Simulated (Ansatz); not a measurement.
A run of Ansatz 0.2.0:

input.yaml

```yaml
crystal:
  lattice:
    - [3.962670049, 0.0, 0.0]
    - [-1.9813350245, 3.4317729293, 0.0]
    - [0.0, 0.0, 5.809192]
  atoms:
    - { symbol: Cd, position: [0.3333333333, 0.6666666667, 0.932717] }
    - { symbol: Cd, position: [0.6666666667, 0.3333333333, 0.578735] }
    - { symbol: S, position: [0.3333333333, 0.6666666667, 0.365705] }
hamiltonian:
  xc: r2scan
  pseudopotentials: { kind: paw }
kpoints:
  mp_grid: { grid: [8, 8, 5] }
  band_path:
    path:
      - [[0.0, 0.0, 0.0], [0.5, 0.0, 0.0], [0.3333333333, 0.3333333333, 0.0], [0.0, 0.0, 0.0], [0.0, 0.0, 0.5], [0.5, 0.0, 0.5], [0.3333333333, 0.3333333333, 0.5], [0.0, 0.0, 0.5]]
      - [[0.5, 0.0, 0.5], [0.5, 0.0, 0.0]]
      - [[0.3333333333, 0.3333333333, 0.0], [0.3333333333, 0.3333333333, 0.5]]
    npoints: 14
scf:
  occupations: { method: fermi_dirac, width: 0.05 }
  n_extra_bands: 7
output:
  forces: true
  stress: true
  eigenvalues: true
  fatbands: true
```

Potentials or basis: Ansatz PAW.

Launch:

```console
$ ansatz run input.yaml --threads 2 --pin off --max-ram 5632MiB --backend cpu --events-out ev --progress --plain --runs-dir out
```

Hardware: 2 threads of Intel(R) Xeon(R) Processor @ 2.50GHz (Skylake/Cascade Lake), with other jobs on the host.

Task: How long does it take, and how much memory?

Result: It took 58 s on 2 threads of Intel(R) Xeon(R) Processor @ 2.50GHz (Skylake/Cascade Lake), on a shared host, peak memory 0.57 GiB. Counts: scf iterations 7, plane waves 2007, k points 40, bands 30.
